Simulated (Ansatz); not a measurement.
Relaxation of a periodic cell of 15 atoms, TiAl6N8 (host AlN, host structure P6_3mc, dopant Ti, one Al atom removed), cell charge -2, to a largest force component of 0.03 eV/Å in at most 60 steps.

These are results of DFT PBE-D3(BJ), scalar-relativistic, plane waves, PAW in Ansatz 0.2.0, not measurements. Settings: PAW set soft_1, cutoff 420 eV, k mesh 2x2x2, gaussian smearing 0.02 eV, no spin polarisation.

```xyz
15
Lattice="-3.0810 -5.3364 0.0000 4.6215 -2.6682 0.0000 0.0000 0.0000 5.0310" Properties=species:S:1:pos:R:3:forces:R:3
Al 0.000 -3.558 0.000 0.36 1.38 1.69
Al 1.540 -4.447 2.515 0.19 1.92 -0.94
N 0.000 -3.558 1.922 -0.45 -2.10 -0.54
N 1.540 -4.447 4.437 -0.14 -0.81 -0.44
Al 3.081 -3.558 0.000 0.91 -1.04 1.60
Ti 1.540 -0.889 0.000 -2.40 -1.55 2.14
N 3.081 -3.558 1.922 -1.42 1.18 -0.74
N 0.000 -1.779 4.437 0.16 0.14 1.16
Al 3.081 -1.779 2.515 -0.95 -1.55 -1.09
N 1.540 -0.889 1.922 1.21 1.02 -0.91
N 3.081 -1.779 4.437 1.75 -0.26 -0.83
Al 1.540 -6.226 0.000 0.06 0.50 0.84
Al -1.540 -4.447 2.515 1.25 0.09 -1.07
N 1.540 -6.226 1.922 0.20 -0.47 -0.10
N -1.540 -4.447 4.437 -0.74 1.53 -0.78
```

Where does it end, and by what steps?

The run converged. Limits of this set-up: coarse k mesh, no spin, though dangling bonds at a vacancy may carry it, a small cell, in which the defect meets its images, charged cell in a uniform background, uncorrected. After 5 steps the energy has fallen by 1.104 eV; N7 moved furthest, 0.20 Å.

```tsv
step	energy less start (eV)	largest force component (eV/Å)	accepted
0	0.0000	2.398	yes
1	-0.8405	1.102	yes
2	-1.0960	0.229	yes
3	-1.1022	0.085	yes
4	-1.1036	0.054	yes
5	-1.1038	0.005	yes
```

```xyz
15
Lattice="-3.0810 -5.3364 0.0000 4.6215 -2.6682 0.0000 0.0000 0.0000 5.0310" Properties=species:S:1:pos:R:3
Al 0.014 -3.545 0.089
Al 1.524 -4.401 2.492
N -0.012 -3.696 1.887
N 1.531 -4.459 4.402
Al 3.090 -3.599 0.044
Ti 1.522 -0.922 0.052
N 2.919 -3.467 1.838
N -0.007 -1.799 4.582
Al 3.076 -1.808 2.477
N 1.646 -0.810 1.877
N 3.144 -1.810 4.386
Al 1.542 -6.202 0.026
Al -1.511 -4.424 2.506
N 1.564 -6.241 1.910
N -1.556 -4.402 4.414
```

The run took 12 s on 1 thread of Intel(R) Xeon(R) Platinum 8488C (Sapphire Rapids), on a shared host, peak memory 0.49 GiB.
